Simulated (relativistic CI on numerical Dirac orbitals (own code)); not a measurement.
# Mo: one ion under different settings

Aim: see what numerical and physical settings do to the SCF, the total energy and the lowest levels of Mo.

The numbers are computed with relativistic CI on numerical Dirac orbitals (own code) version 3 (Dirac-Coulomb-Breit CI, KLI orbitals optimised for each configuration, model QED (radiative potential, 1s self-energy scaled to tabulated hydrogen-like ionisation energies), numerical settings as typed), except any that are marked as measured or tabulated.

### 1 The system

| Item | Value |
| --- | --- |
| ion | Mo (Mo I) |
| nuclear charge | 42 |
| electrons | 42 |
| isotope | A = 98 |

### 2 Usual settings

Settings of the run:

```ini
atom Mo  Z=42  charge=0  electrons=42
nucleus A=98  rms_radius_fm=4.4091
hamiltonian dirac-coulomb  breit=on  qed=on  c_scale=1
orbitals kli  potential=per-configuration
slater_scale 1
correlation none
mixing on
grid step=0.0125 r_max=201.2
scf mixing=0.4 start=green max_iterations=150 tolerance=2e-08 node_fill=0.05
configurations
  [Kr] 4d5 5s
  [Kr] 4d4 5s2
end
```

The run is started by

```sh
> python run_levels.py task.json out
```

task.json lists these runs, among others, and the program works through them in turn.

### 3 Breit term off

The settings differ from step 2 so:

```diff
@@ -2,3 +2,3 @@
 nucleus A=98  rms_radius_fm=4.4091
-hamiltonian dirac-coulomb  breit=on  qed=on  c_scale=1
+hamiltonian dirac-coulomb  breit=off  qed=on  c_scale=1
 orbitals kli  potential=per-configuration
```

### 4 Slater scale 1.2, iteration limit 30

Settings of the run:

```ini
atom Mo  Z=42  charge=0  electrons=42
nucleus A=98  rms_radius_fm=4.4091
hamiltonian dirac-coulomb  breit=on  qed=on  c_scale=1
orbitals kli  potential=per-configuration
slater_scale 1.2
correlation none
mixing on
grid step=0.0125 r_max=201.2
scf mixing=0.4 start=green max_iterations=30 tolerance=2e-08 node_fill=0.05
configurations
  [Kr] 4d5 5s
  [Kr] 4d4 5s2
end
```

### 5 Speed-of-light factor 0.8, tolerance 1e-05, Breit term off

Settings of the run:

```ini
atom Mo  Z=42  charge=0  electrons=42
nucleus A=98  rms_radius_fm=4.4091
hamiltonian dirac-coulomb  breit=off  qed=on  c_scale=0.8
orbitals kli  potential=per-configuration
slater_scale 1
correlation none
mixing on
grid step=0.0125 r_max=201.2
scf mixing=0.4 start=green max_iterations=150 tolerance=1e-05 node_fill=0.05
configurations
  [Kr] 4d5 5s
  [Kr] 4d4 5s2
end
```

### 6 Nuclear radius 440.91

Settings of the run:

```ini
atom Mo  Z=42  charge=0  electrons=42
nucleus A=98  rms_radius_fm=440.9100
hamiltonian dirac-coulomb  breit=on  qed=on  c_scale=1
orbitals kli  potential=per-configuration
slater_scale 1
correlation none
mixing on
grid step=0.0125 r_max=201.2
scf mixing=0.4 start=green max_iterations=93 tolerance=2e-08 node_fill=0.05
configurations
  [Kr] 4d5 5s
  [Kr] 4d4 5s2
end
```

### 7 Node fill 5

Settings of the run:

```ini
atom Mo  Z=42  charge=0  electrons=42
nucleus A=98  rms_radius_fm=4.4091
hamiltonian dirac-coulomb  breit=on  qed=on  c_scale=1
orbitals kli  potential=per-configuration
slater_scale 1
correlation none
mixing on
grid step=0.0125 r_max=201.2
scf mixing=0.4 start=green max_iterations=53 tolerance=2e-08 node_fill=5
configurations
  [Kr] 4d5 5s
  [Kr] 4d4 5s2
end
```

(Steps that only read results are left out.)

Before running it: what results should come out? Wanted: lowest level, usual settings; total energy; first excitation.

As calculated:

| setting | total energy less usual (Ha) | largest shift of a level among the lowest eight of both runs, same label and place (cm⁻¹) | SCF iterations | time | lowest level | kind of change |
| --- | --- | --- | --- | --- | --- | --- |
| usual | 0 | 0 | 29 | 0.13 s | 4d5 5s 7S3 | - |
| Breit term off | -2.42 | 131 | 29 | 0.13 s | 4d5 5s 7S3 | model term |
| Slater scale 1.2, iteration limit 30 | -0.0358 | 4370 | 29 | 0.13 s | 4d5 5s 7S3 | model term |
| speed-of-light factor 0.8, tolerance 1e-05, Breit term off | -45.7 | 2930 | 22 | 0.12 s | 4d5 5s 7S3 | unphysical constant |
| nuclear radius 440.91 | 195 | 4540 | 25 | 0.12 s | 4d5 5s 7S3 | unsound |
| node fill 5 | 0.513 | 3220 | 29 | 0.13 s | 4d5 5s 7S3 | unsound |

| quantity | value |
| --- | --- |
| lowest level, usual settings | 4d5 5s 7S3 |
| total energy | -4043.2537 Ha |
| first excitation | 17049.3 cm⁻¹ |

**Reading.** Among the runs whose levels can be followed, they move most under «nuclear radius 440.91» (unsound), by up to 4540 cm⁻¹. Only the listed configurations are in the model. In a near-neutral ion this small CI can misplace whole configurations by 10,000 cm⁻¹ or more.
